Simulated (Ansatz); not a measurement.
**BFH6OSi2: ladder of methods at one geometry, by script**

How do the methods compare on BFH6OSi2, in result and in cost? Wanted for BFH6OSi2: a ladder of methods at one geometry.

Program: Ansatz 0.2.0 through its Python package. The levels of theory stand in the script. These are calculated values, not measurements.

## (1) The structure

Bond lengths: O1–B2 1.421 Å, B2–F3 1.454 Å, B2–Si4 1.978 Å, Si4–Si5 2.185 Å, O1–H6 1.003 Å, Si4–H7 1.434 Å, Si4–H8 1.484 Å, Si5–H9 1.515 Å, Si5–H10 1.476 Å, Si5–H11 1.466 Å. Angles (14 of 16 angles, heavy atoms first): O1–B2–F3 121.3°, O1–B2–Si4 119.1°, F3–B2–Si4 119.6°, B2–Si4–Si5 109.3°, B2–O1–H6 106.3°, B2–Si4–H7 110.4°, B2–Si4–H8 106.1°, Si5–Si4–H7 112.2°, Si5–Si4–H8 109.0°, Si4–Si5–H9 112.5°, Si4–Si5–H10 109.8°, Si4–Si5–H11 110.3°, H7–Si4–H8 109.5°, H9–Si5–H10 106.9°.

bfh6osi2.xyz, read by the script:

```xyz
11

O    -2.00400    1.09850   -0.09230
B    -0.97190    0.80870   -1.02450
F    -0.80490    1.59480   -2.23600
Si    0.29870   -0.65420   -0.62790
Si    1.24270   -0.28700    1.30820
H    -2.82270    0.62380   -0.42330
H     1.25910   -0.78310   -1.68430
H    -0.51290   -1.89330   -0.54180
H     0.23220   -0.13600    2.42670
H     2.01610    0.96880    1.25760
H     2.13300   -1.39790    1.65810
```

## (2) Script

run_methods.py reads:

```python
# -*- coding: utf-8 -*-
"""One geometry of BFH6OSi2, method by method."""

from pathlib import Path
import argparse
import warnings

import ansatz as az
import numpy as np

parser = argparse.ArgumentParser(description="One geometry of BFH6OSi2, method by method.")
parser.add_argument("--basis-set", default="def2-SVP", help="Gaussian basis set")
args = parser.parse_args()

warnings.simplefilter("ignore", az.DeckWarning)

geometry = az.Crystal.molecule_from_extxyz("bfh6osi2.xyz")

job = geometry.calculation().basis(gaussian=args.basis_set)

print("functional    E (Ha)        dipole (D)   HOMO (eV)  LUMO (eV)")
for name in ["hf", "r2scan", "hse06", "pbe", "cam_b3lyp"]:
    data = job.functional(name).forces().orbitals().run(threads=1, backend="cpu", runs_dir="runs").report
    lines = Path(data["orbitals_path"]).read_text().splitlines()
    field_of = lambda key: [line.split("=")[1].strip() for line in lines if line.startswith(key)]
    orbitals = [(27.211386 * float(e), s, float(n)) for e, s, n in zip(field_of("Ene="), field_of("Spin="), field_of("Occup="))]
    homo = max(e for e, _, n in orbitals if n > 0.5)
    lumo = min(e for e, _, n in orbitals if n < 0.5)
    dipole = 4.803205 * np.linalg.norm(data["charge_distribution"]["dipole_moment_e_ang"])
    print(f"{name:10s} {data['free_energy_ev'] / 27.211386246:14.6f} {dipole:9.3f} {homo:11.3f} {lumo:10.3f}")
```

## (3) The calls as engine input

The engine receives this input (first run):

```yaml
crystal:
  periodic: [false, false, false]
  atoms:
    - { symbol: O, position_ang: [-2.004, 1.0985, -0.0923] }
    - { symbol: B, position_ang: [-0.9719, 0.8087, -1.0245] }
    - { symbol: F, position_ang: [-0.8049, 1.5948, -2.236] }
    - { symbol: Si, position_ang: [0.2987, -0.6542, -0.6279] }
    - { symbol: Si, position_ang: [1.2427, -0.287, 1.3082] }
    - { symbol: H, position_ang: [-2.8227, 0.6238, -0.4233] }
    - { symbol: H, position_ang: [1.2591, -0.7831, -1.6843] }
    - { symbol: H, position_ang: [-0.5129, -1.8933, -0.5418] }
    - { symbol: H, position_ang: [0.2322, -0.136, 2.4267] }
    - { symbol: H, position_ang: [2.0161, 0.9688, 1.2576] }
    - { symbol: H, position_ang: [2.133, -1.3979, 1.6581] }
basis:
  gaussian:
    orbitals: def2-SVP
hamiltonian:
  xc: hf
output:
  orbitals: {}
  forces: true
```

## (4) Launch

Launch:

```
$ python run_methods.py
```

Standard output:

```text
functional    E (Ha)        dipole (D)   HOMO (eV)  LUMO (eV)
hf            -780.059523     2.105     -11.349      2.130
r2scan        -782.079814     1.890      -7.175     -2.127
hse06         -781.750638     1.917      -7.829     -1.852
pbe           -781.706652     1.823      -6.805     -2.352
cam_b3lyp     -782.170884     1.922      -9.541     -0.243
```

Run time: 29 s. Hardware: 1 thread of Arm Neoverse V1, shared host; peak memory 0.34 GiB.

## (5) Inputs of later runs

The engine's inputs for some of the other runs:

Run 2, against run 1:

```diff
@@ -19 +19 @@
-  xc: hf
+  xc: r2scan
```

Run 3, against run 1:

```diff
@@ -19 +19 @@
-  xc: hf
+  xc: hse06
```

Run 5, against run 1:

```diff
@@ -19 +19 @@
-  xc: hf
+  xc: cam_b3lyp
```

## (6) What each run gave

The 5 runs, in the order started:

| run | functional | energy (eV) | SCF cycles | CPU time (s) |
| --- | --- | --- | --- | --- |
| 1 | hf | -21226.5010 | 12 | 2.3 |
| 2 | r2scan | -21281.4759 | 18 | 9.2 |
| 3 | hse06 | -21272.5186 | 17 | 6.1 |
| 4 | pbe | -21271.3216 | 18 | 4 |
| 5 | cam_b3lyp | -21283.9540 | 17 | 6.5 |

Totals hang on method, basis and potentials, so only like runs compare.

The fields below are those of run 1.

## (7) Pictures from the orbitals

Orbitals, density, ELF and potential are computed afterwards from the orbital file.

Frontier orbitals at Hartree-Fock/def2-SVP, with the share of their density that lies nearest to each atom:

| orbital | energy (eV) | lies on |
| --- | --- | --- |
| HOMO-1 | -12.15 | Si4 20 %; B2 15 %; H7, H8 about 14 % each |
| HOMO | -11.35 | Si4 29 %; Si5 21 %; B2 17 % |
| LUMO | 2.13 | B2 47 %; Si4 10 %; F3 9 % |

ELF in a plane through or near 4 of the atoms.

Ten even steps from ' ' (0.00) to '@' (1.00):
```
                                                        
                                                        
                                                        
                ::====::                                
              ++%%@@@@@@**..    ..::::..                
            ..**@@@@@@@@%%..  ..++****++--              
            ..++@@@@@@@@##    --##%%%%%%**::            
            ..--##%%%%@@==    ::##%%--**##--            
      ..--++**--..**::..==::  ..==##%%##==..            
      ++##@@@@**--##==::%%**==**--..--++..              
    ..##@@@@@@@@--..==@@@@--==@@##::  ..::              
      **%%@@@@@@==--%%@@==....##@@##::----::            
      ..==****--....--====::::==**--..::::::            
          ....      ::**@@@@@@**..      ..              
                    ++@@@@@@@@@@::                      
                    **@@@@@@@@@@--                      
                    --##@@@@@@##..                      
                      ..--++--..                        
                                                        
                                                        
```
The map spans 11.2 Å across and 9.7 Å up, centred on the molecule. Atoms in the plane (x, y in Å): O1 (1.9, 1.3), B2 (1.6, -0.1), Si5 (-1.8, 0.4), H7 (-0.2, -2.2).

On the surface of density 0.002 e/bohr³ the electrostatic potential runs, from the 1st to the 99th percentile, from -1.26 V near F3 to 2.97 V near H6.

## (8) Outcome

| quantity | value |
| --- | --- |
| runs compared | 5 |
| HOMO-LUMO gap of the mean field (Hartree-Fock/def2-SVP) | 13.48 eV |

What this shows: In CPU time, run 2 (r2scan) cost about 4.1 times as much as run 1 (hf). Caveats:
- The geometry is a force-field or estimated start, not a minimum of this method, and the basis set is short of its limit. A lower total doesn't mark the better method: functionals have no common bound, and MP2 and coupled cluster aren't variational.
- Levels such as HOMO and LUMO are orbital energies: with these approximate functionals they aren't the ionisation energy and electron affinity, and their gap isn't the fundamental gap.
- hse06 follows the composition of plane-wave codes, whose totals differ by tens of mHa, up to about 0.1 Ha, from the form usual in Gaussian-basis programs (wpbeh).
